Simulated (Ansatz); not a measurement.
A run of Ansatz 0.2.0 is set up as follows.

The input input.yaml:

```yaml
crystal:
  lattice:
    - [0.0, 3.86259, 3.86259]
    - [3.86259, 0.0, 3.86259]
    - [3.86259, 3.86259, 0.0]
  atoms:
    - { symbol: Na, position: [0.25, 0.25, 0.25] }
    - { symbol: La, position: [0.75, 0.75, 0.75] }
    - { symbol: Mn, position: [0.5, 0.5, 0.5], spin: 4.0 }
    - { symbol: Mo, position: [0.0, 0.0, 0.0], spin: 1.0 }
    - { symbol: O, position: [0.74662, 0.25338, 0.25338] }
    - { symbol: O, position: [0.25338, 0.25338, 0.74662] }
    - { symbol: O, position: [0.25338, 0.74662, 0.25338] }
    - { symbol: O, position: [0.74662, 0.25338, 0.74662] }
    - { symbol: O, position: [0.74662, 0.74662, 0.25338] }
    - { symbol: O, position: [0.25338, 0.74662, 0.74662] }
hamiltonian:
  xc: pbesol
  pseudopotentials: { kind: paw }
magnetization:
  spin_polarized: true
kpoints:
  mp_grid: { grid: [6, 6, 6] }
  band_path:
    path:
      - [[0.0, 0.0, 0.0], [0.5, 0.0, 0.5], [0.5, 0.25, 0.75], [0.375, 0.375, 0.75], [0.0, 0.0, 0.0], [0.5, 0.5, 0.5], [0.625, 0.25, 0.625], [0.5, 0.25, 0.75], [0.5, 0.5, 0.5], [0.375, 0.375, 0.75]]
      - [[0.625, 0.25, 0.625], [0.5, 0.0, 0.5]]
    npoints: 10
scf:
  occupations: { method: fermi_dirac, width: 0.05 }
  n_extra_bands: 25
output:
  forces: true
  stress: true
  eigenvalues: true
  fatbands: false
```

Potentials or basis: Ansatz PAW.

The run is started by

```sh
$ ansatz run input.yaml --threads 8 --pin off --max-ram 20480MiB --backend cpu --events-out ev --progress --plain --runs-dir out
```

Question: Predict the net moment.

Answer: 1.18 μB per cell.

Question: Estimate the pressure.

Answer: -6.8 GPa.

Question: What does it give for the absolute moment?

Answer: 3.05 μB per cell.

Question: What does it give for the largest force?

Answer: 0.031 eV/Å.

Levels at the corners of the path, in eV from the Fermi level:
Spin up:
```
point  band 41  band 42  band 43  band 44  band 45  band 46
    Γ    -2.61    -2.61    -2.61    -0.23    -0.23     0.75
    X    -2.64    -1.24    -1.24    -0.23     0.52     0.58
    W    -1.77    -1.61    -1.25     0.34     0.66     0.68
    K    -2.07    -1.37    -1.33     0.52     0.54     0.55
    Γ    -2.61    -2.61    -2.61    -0.23    -0.23     0.75
    L    -1.77    -1.63    -1.63     0.41     0.52     0.52
    U    -2.07    -1.37    -1.33     0.52     0.54     0.55
    W    -1.77    -1.61    -1.25     0.34     0.66     0.68
    L    -1.77    -1.63    -1.63     0.41     0.52     0.52
    K    -2.07    -1.37    -1.33     0.52     0.54     0.55
    U    -2.07    -1.37    -1.33     0.52     0.54     0.55
    X    -2.64    -1.24    -1.24    -0.23     0.52     0.58
```
Spin down:
| point | band 39 | band 40 | band 41 | band 42 | band 43 | band 44 | band 45 | band 46 |
| --- | --- | --- | --- | --- | --- | --- | --- | --- |
| Γ | -2.57 | -2.57 | -1.68 | -1.68 | -1.68 | 0.70 | 0.70 | 1.20 |
| X | -3.50 | -2.60 | -1.58 | 0.52 | 0.52 | 0.68 | 0.68 | 0.70 |
| W | -3.54 | -3.01 | -0.36 | -0.33 | 0.53 | 0.57 | 0.67 | 0.76 |
| K | -3.72 | -2.83 | -0.87 | 0.30 | 0.39 | 0.56 | 0.60 | 0.76 |
| Γ | -2.57 | -2.57 | -1.68 | -1.68 | -1.68 | 0.70 | 0.70 | 1.20 |
| L | -3.30 | -2.97 | -0.10 | -0.02 | -0.02 | 0.12 | 0.25 | 0.25 |
| U | -3.72 | -2.83 | -0.87 | 0.30 | 0.39 | 0.56 | 0.60 | 0.76 |
| W | -3.54 | -3.01 | -0.36 | -0.33 | 0.53 | 0.57 | 0.67 | 0.76 |
| L | -3.30 | -2.97 | -0.10 | -0.02 | -0.02 | 0.12 | 0.25 | 0.25 |
| K | -3.72 | -2.83 | -0.87 | 0.30 | 0.39 | 0.56 | 0.60 | 0.76 |
| U | -3.72 | -2.83 | -0.87 | 0.30 | 0.39 | 0.56 | 0.60 | 0.76 |
| X | -3.50 | -2.60 | -1.58 | 0.52 | 0.52 | 0.68 | 0.68 | 0.70 |

Caveat: the pressure holds a Pulay correction of +0.7 GPa for the finite cutoff; spin-orbit coupling is left out, which moves the levels of the heavy elements; a cell with one magnetic atom can't hold antiferromagnetic order, which such compounds often take; semilocal functionals often make such compounds metallic where correlation or magnetic order opens a gap, which also shifts bond lengths; the PAW data sets come from PBE, with cores solved anew for the run's functional, which leaves a small shift of forces and pressure; the starting moments weren't kept.
